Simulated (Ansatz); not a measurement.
I need energies of removing a hydrogen of CH₃BOS, SMILES OB1CS1. Use the Python package of Ansatz (0.2.0). Level of theory (for the species named): B3LYP, def2-SVP basis, multiplicity 1.

```xyz
7

O    -1.0040    1.0771   -1.1796
B    -0.3188    0.0779   -0.4840
C     0.7390   -0.3759    0.5314
S     0.1333   -1.8162   -0.0915
H    -1.8293    1.3053   -0.6279
H     0.5033   -0.1450    1.5983
H     1.8378   -0.1913    0.2076
```

`ch3bos_bde.py`:
```python
'''Cost of removing each kind of hydrogen from CH3BOS, fragments frozen.'''

import ansatz as az
from ase import Atoms


def energy_of(molecule, charge=0, unpaired=0):
    calc = (
        molecule.calculation()
        .basis(gaussian='def2-SVP')
        .functional('b3lyp')
    )
    if charge:
        calc = calc.charge(charge)
    if unpaired:
        calc = calc.spin('collinear', total=unpaired)
    return calc.run(threads=1, backend='cpu').report['free_energy_ev']

def without(molecule, index):
    rest = az.Crystal.molecule()
    for i, site in enumerate(molecule.cartesian_sites):
        if i != index:
            rest = rest.atom(site.symbol, site.position_ang)
    return rest

atoms = Atoms(['O', 'B', 'C', 'S', 'H', 'H', 'H'], positions=[
    (-1.004, 1.0771, -1.1796),
    (-0.3188, 0.0779, -0.484),
    (0.739, -0.3759, 0.5314),
    (0.1333, -1.8162, -0.0915),
    (-1.8293, 1.3053, -0.6279),
    (0.5033, -0.145, 1.5983),
    (1.8378, -0.1913, 0.2076),
])
geometry = az.Crystal.molecule_from_ase(atoms)

whole = energy_of(geometry, 0)
hydrogen = energy_of(az.Crystal.molecule().atom('H', (0, 0, 0)), 0, 1)
print(f'E(molecule) = {whole:.5f} eV, E(H) = {hydrogen:.5f} eV')
for index in [4, 6]:
    radical = energy_of(without(geometry, index), 0, 1)
    print(f'H{index}: homolysis {23.060548 * (radical + hydrogen - whole):.1f} kcal/mol')
```

```console
$ python ch3bos_bde.py
E(molecule) = -14638.50958 eV, E(H) = -13.63995 eV
H4: homolysis 82.9 kcal/mol
H6: homolysis 90.0 kcal/mol
```

Reading the output:
- Total energies depend on the basis set; only differences at equal settings carry meaning.
- The geometry is a force-field or estimated start, not a minimum of this method, and the basis set is short of its limit. All parts are taken at fixed geometry, without zero-point energy.
- b3lyp holds the VWN-RPA fit, as in Gaussian; the form of ORCA and Turbomole is b3lyp5.
- Run time: 8.4 s on 1 thread of Arm Neoverse V2 (shared host), peak memory 0.23 GiB.
